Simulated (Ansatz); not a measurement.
# ZnMo5S10: the cost of one run

Program: Ansatz 0.2.0. Level of theory: DFT PBE+D3(BJ), scalar-relativistic, plane waves, PAW. These are calculated values, not measurements.

5 further runs of the same task are left out: 2 that didn't finish, 3 set aside as unsound or not needed.

**1. The system as given**

Symmetry: P1, No. 1, triclinic system. Conventional cell: a = 5.461 Å, b = 6.267 Å, c = 23.306 Å, α = 90.00°, β = 90.00°, γ = 106.89°. Mo (site symmetry 1) has 4 S at 2.40 Å in its first shell of neighbours. S (site symmetry 1) is surrounded by 2 Mo at 2.40 Å. Around Mo (site symmetry 1) lie 6 S at 2.40 to 2.41 Å. Around S (site symmetry 1) lie 3 Mo at 2.40 Å. S (site symmetry 1) is surrounded by 3 Mo at 2.40 to 2.42 Å. Only part of the 15 independent sites is listed.

Coordinates:

```xyz
15
Lattice="5.4611 0.0000 0.0000 1.8204 5.9965 0.0000 0.0000 0.0000 23.3059" Properties=species:S:1:pos:R:3 pbc="T T T"
Mo    2.7305    0.0003    8.5000
S     4.5509    1.5632    8.5000
S     6.3712    4.4325    8.5000
Mo    5.4611    0.0003   10.0765
S     1.8204    1.5632   10.0765
S     3.6407    4.4325   10.0765
Mo    2.6837    0.0003   11.6766
S     4.5426    1.5249   11.7019
S     6.3677    4.4689   11.7027
Mo    5.4954    0.0005   13.3284
S     1.7815    1.5987   13.2359
S     3.6062    4.3880   13.2302
Mo    2.8200   -0.0068   14.6388
S     4.4892    1.5455   14.9071
S     6.3326    4.4557   14.9285
```

Planes are indexed in the bulk's conventional cell (R3m (No. 160)), a = 3.153 Å, b = 3.153 Å, c = 17.990 Å, α = 90.00°, β = 90.00°, γ = 120.00°.

This (110) slab, 6.3 Å thick as cut, with 17 Å of vacuum; its outer planes are MoS2 (top) and MoS2 (bottom), was relaxed beforehand with its lower half held: -33810.6662 eV, gap on the mesh 0.13 eV (a mesh can miss band crossings, so it may be none), dipole along +c -0.046 e·Å per cell.

**2. Zn put at a top (S) site**

Contents of input.yaml:

```yaml
crystal:
  lattice:
    - [5.4610674417, 0.0, 0.0]
    - [1.8203558139, 5.9965349915, 0.0]
    - [0.0, 0.0, 25.3058975151]
  atoms:
    - { symbol: Mo, position: [0.4999827285, 5.18146e-05, 0.3358900823] }
    - { symbol: S, position: [0.7464408739, 0.2606773783, 0.3358900823] }
    - { symbol: S, position: [0.9202763975, 0.7391708074, 0.3358900823] }
    - { symbol: Mo, position: [0.9999827285, 5.18146e-05, 0.398186801] }
    - { symbol: S, position: [0.2464408739, 0.2606773783, 0.398186801] }
    - { symbol: S, position: [0.4202763975, 0.7391708074, 0.398186801] }
    - { symbol: Mo, position: [0.4913978989, 5.43194e-05, 0.4614165488] }
    - { symbol: S, position: [0.747049503, 0.2542970227, 0.462417114] }
    - { symbol: S, position: [0.9176051952, 0.7452533257, 0.4624493178] }
    - { symbol: Mo, position: [1.0062517971, 8.86756e-05, 0.5266912518] }
    - { symbol: S, position: [0.2373490319, 0.2665960776, 0.523035715] }
    - { symbol: S, position: [0.4164213782, 0.7317525909, 0.5228121007] }
    - { symbol: Mo, position: [0.5167585639, -0.0011290476, 0.578474933] }
    - { symbol: S, position: [0.7361328449, 0.2577333587, 0.5890747041] }
    - { symbol: S, position: [0.9119042553, 0.7430468434, 0.5899227758] }
    - { symbol: Zn, position: [0.9119042553, 0.7430468434, 0.6800203508] }
basis:
  ecutwfc: 420
kpoints:
  mp_grid: { grid: [5, 5, 1] }
hamiltonian:
  xc: pbe
  dispersion: d3bj
scf:
  occupations: { method: gaussian, width: 0.05 }
output:
  forces: true
  eigenvalues: true
  write_density: true
  write_potential: true
  elf: true
  volumetric_format: npy
relax:
  adjacent_minimum: "off"
  f_tol: 0.03
  max_steps: 70
  constraints: [{ sites: [0, 1, 2, 3, 4, 5] }]
efield:
  axis: 3
  dipole_correction: true
  ramp_width: 0.04
```

Started as:

```console
$ ansatz run input.yaml --threads 2 --pin off --max-ram 5120MiB --backend cpu --events-out ev --progress --plain --runs-dir out
```

What time and memory should one allow on 2 threads of Arm Neoverse V2, shared host?

About 27 min, with a peak of 1.7 GiB.
